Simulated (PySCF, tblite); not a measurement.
# C6H7O2 radical: geometry, infrared bands and EPR parameters

Aim: predict the infrared bands and EPR parameters of C6H7O2 radical (`[H]/[C]=C1/CC[C@H]1C(=O)O`).

The runs use tblite 0.8.0 and PySCF 2.14.0, with density-fitted response routines of our own; the level of theory stands in each step. All values are computed, except where a source is named. Atoms are numbered from 0 throughout.

## (1) Starting geometry

15 atoms, charge 0, multiplicity 2; geometry from: force field or distance geometry start.

Bonds of the start (Å): C0–C1 1.32, C1–C2 1.48, C2–C3 1.52, C3–C4 1.54, C4–C5 1.47, C5–O6 1.26, C5–O7 1.41, C4–C1 1.51, C0–H8 1.10, C2–H9 1.12, C2–H10 1.13, C3–H11 1.10, C3–H12 1.09, C4–H13 1.09, O7–H14 1.02.

## (2) Optimising the geometry with GFN2-xTB

Job settings and geometry (Å):

```
{"job": {"kind": "relax", "xc": "GFN2-xTB", "basis": "xTB"}, "charge": 0, "multiplicity": 2}
C     -1.082500     1.988400     0.559600
C     -0.952200     0.705700     0.259700
C     -1.737200    -0.415100    -0.315300
C     -0.413400    -0.905600    -0.874100
C      0.167500    -0.298500     0.418900
C      1.514100     0.268600     0.269100
O      1.703300     1.498600     0.047100
O      2.602300    -0.621500     0.401000
H     -0.265500     2.562900     1.014500
H     -2.171400    -1.094000     0.456900
H     -2.469700    -0.069000    -1.097700
H     -0.312400    -1.998500    -0.935400
H     -0.169800    -0.329700    -1.772400
H      0.022500    -1.004700     1.235800
H      3.559900    -0.279600     0.310500
```

Launch:

```console
OMP_NUM_THREADS=1 python probes_run.py task.json out
```

This one command runs all jobs of the session in turn.

**Question.** This job is followed by: GFN2-xTB harmonic vibrations, gas phase; UKS B3LYP, pcH-1 on C H O, non-relativistic, mean-field spin-orbit, GIAO. Predict these results of the whole session: strongest single infrared mode (GFN2-xTB); zero-point energy (GFN2-xTB); g(iso) (B3LYP); ⟨S²⟩; largest a(iso); potential on the surface of density 0.002 e/bohr³, 1st and 99th percentile.

The runs gave:

| quantity | value |
| --- | --- |
| strongest single infrared mode (GFN2-xTB) | 1763 cm⁻¹, 473 km/mol |
| zero-point energy (GFN2-xTB) | 70.9 kcal/mol |
| g(iso) (B3LYP) | 2.00231 |
| ⟨S²⟩ | 0.759 (exact 0.75) |
| largest a(iso) | 13C on C0, 233.1 MHz |
| potential on the surface of density 0.002 e/bohr³, 1st and 99th percentile | -1.57 V and 2.44 V |

In words: Relaxing lowered the energy by 1.274 eV in 133 steps; the close pair that moved most is C1–C4, from 1.512 to 1.581 Å. No mode is imaginary among the 39: a minimum at this level. The strongest single mode, at 1763 cm⁻¹, moves mainly C5 and O6. GFN2-xTB is a fitted tight-binding method: band positions and strengths are rough. Its intensities can rank the bands wrongly. Most of the unpaired spin sits on C0 (1.00 e). The isotropic g lies 0.0 ppt below the free-electron value. These values are for one conformer; the search (at its own cheap level) found 2 more, at 0.00, 0.82 kcal/mol (those within 0.05 may be mirror or relabelled copies), and measured spectra average over such forms.
